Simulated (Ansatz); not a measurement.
**AlClH₇NSi₂: one species, many methods**

One table from this session's results is given with a row withheld; the runs are named, their logs left out.

Program: Ansatz 0.2.0, Gaussian basis. Level of theory: functionals in def2-TZVPP, the program's frozen cores in correlated methods. These are calculated values, not measurements.

Plan: LDA (SPW92), PBE-D4, revPBE-D4, BLYP-D4, r2SCAN-D4, B97M-V, PBE0-D4, B3LYP-D4, r2SCANh-D4, r2SCAN0-D4, HSE06-D4, BHLYP-D4, CAM-B3LYP-D4, LC-ωPBE, ωB97X-V, ωB97M-V, B2PLYP, PBE-QIDH; CCSD(T)/def2-SVP; CCSD(T)/def2-TZVPP; MP2/def2-QZVPP; extrapolation to the limit; RPA on PBE.

### The relaxed structure

All runs share one geometry, relaxed beforehand with PBE0-D4 in a triple-zeta def2 set.

SMILES `[SiH3][NH][AlH][SiH2]Cl`, 12 atoms, charge 0, spin multiplicity 1.

Atoms are counted from 1 here; the program's logs count them from 0.

Bond lengths: Si1–N2 1.729 Å, Si1–H6 1.486 Å, Si1–H7 1.489 Å, Si1–H8 1.489 Å, N2–Al3 1.781 Å, N2–H9 1.013 Å, Al3–Si4 2.459 Å, Al3–H10 1.585 Å, Si4–Cl5 2.081 Å, Si4–H11 1.489 Å, Si4–H12 1.488 Å. Angles: N2–Si1–H6 107.1°, N2–Si1–H7 111.5°, N2–Si1–H8 112.6°, H6–Si1–H7 109.1°, H6–Si1–H8 109.1°, H7–Si1–H8 107.5°, Si1–N2–Al3 128.7°, Si1–N2–H9 114.8°, Al3–N2–H9 116.6°, N2–Al3–Si4 116.8°, N2–Al3–H10 117.9°, Si4–Al3–H10 125.3°, Al3–Si4–Cl5 107.0°, Al3–Si4–H11 113.8°, Al3–Si4–H12 115.1°, Cl5–Si4–H11 106.3°, Cl5–Si4–H12 107.0°, H11–Si4–H12 107.1°.

The first run:

Contents of in.yaml:

```yaml
crystal:
  periodic: [false, false, false]
  atoms:
    - {symbol: Si, position_ang: [-1.905928, 0.397125, -0.305220]}
    - {symbol: N, position_ang: [-1.045207, -1.098100, -0.192793]}
    - {symbol: Al, position_ang: [0.675724, -1.365506, 0.177674]}
    - {symbol: Si, position_ang: [2.067705, 0.637686, 0.484464]}
    - {symbol: Cl, position_ang: [2.046880, 1.676080, -1.318584]}
    - {symbol: H, position_ang: [-0.970691, 1.471116, 0.118058]}
    - {symbol: H, position_ang: [-3.098538, 0.409696, 0.586801]}
    - {symbol: H, position_ang: [-2.378968, 0.681687, -1.687656]}
    - {symbol: H, position_ang: [-1.602254, -1.923088, -0.378462]}
    - {symbol: H, position_ang: [1.198017, -2.861077, 0.239385]}
    - {symbol: H, position_ang: [3.496309, 0.338615, 0.776542]}
    - {symbol: H, position_ang: [1.594053, 1.580566, 1.533692]}
basis:
  gaussian: {orbitals: def2-TZVPP}
hamiltonian: {xc: lda}
output: {orbitals: {seedname: orbitals}}
```

Among the steps run: LDA; PBE-D4 (GGA); revPBE-D4 (GGA); BLYP-D4 (GGA); r2SCAN-D4 (meta-GGA); B97M-V (meta-GGA); PBE0-D4 (hybrid); B3LYP-D4 (hybrid); r2SCANh-D4 (hybrid); r2SCAN0-D4 (hybrid); HSE06-D4 (hybrid); BHLYP-D4 (hybrid); CAM-B3LYP-D4 (range-separated); LC-ωPBE (range-separated); ωB97X-V (range-separated); ωB97M-V (range-separated); B2PLYP (double hybrid); PBE-QIDH (double hybrid).

One of the session's tables, all rows but one given; the rest of the session is left out.

It belongs to the step «Frontier levels by functional». 

| functional | HOMO (eV) | LUMO (eV) | gap (eV) |
| --- | --- | --- | --- |
| LDA (SPW92) | -6.50 | -2.72 | 3.78 |
| PBE-D4 | -6.43 | -2.50 | 3.93 |
| revPBE-D4 | -6.39 | -2.41 | 3.99 |
| BLYP-D4 | -6.29 | -2.34 | 3.95 |
| r2SCAN-D4 | -6.70 | -2.29 | 4.40 |
| B97M-V | -6.79 | -2.48 | 4.30 |
| PBE0-D4 | -7.57 | -1.76 | 5.81 |
| B3LYP-D4 | -7.37 | -1.91 | 5.45 |
| r2SCANh-D4 | -7.11 | -2.03 | 5.08 |
| r2SCAN0-D4 | -7.73 | -1.64 | 6.09 |
| HSE06-D4 | -7.17 | -2.13 | 5.05 |
| BHLYP-D4 | -8.61 | -0.93 | 7.68 |
| CAM-B3LYP-D4 | -8.84 | -0.76 | 8.08 |
| LC-ωPBE | -10.15 | 0.28 | 10.43 |
| ωB97X-V | ? | ? | ? |
| ωB97M-V | -9.58 | -0.09 | 9.49 |

Q: Estimate the row for ωB97X-V from the others.

As computed: HOMO (eV): -9.83; LUMO (eV): 0.17; gap (eV): 10.00. In the column «HOMO (eV)» it lies between LC-ωPBE (-10.15) and ωB97M-V (-9.58).
